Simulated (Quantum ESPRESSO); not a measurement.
NbTe:

```
Te Nb
1.0
     3.70297    0.00000    0.00000
    -1.85149    3.20687    0.00000
     0.00000    0.00000    3.69421
Te Nb
1 1
Direct
  0.66667 0.33333 0.00000
  0.00000 0.00000 0.50000
```

The cell comes from a database or a generator and needn't be the stable form of this composition.

Base run:

```yaml
Program: Quantum ESPRESSO 7.5
Functional: PBEsol
Potentials_or_basis: GBRV 1.5 PBEsol
Cutoff: 612 eV
Density_cutoff: 4898 eV
k_mesh: 8 × 8 × 7
Occupations: fermi-dirac, width 0.05 eV
Spin: no spin polarisation
```

Its results: band gap on the k mesh none (metal or under the smearing width); pressure -4.7 GPa.

Task: The run is repeated on the same cell with these changes: functional from PBEsol to LDA; potentials or basis from GBRV 1.5 PBEsol to GBRV 1.5 LDA. What comes out?

Result: Band gap on the k mesh none (metal or under the smearing width); pressure -6.9 GPa.

Caveats: spin-orbit coupling is left out, which moves the levels of the heavy elements (some runs).
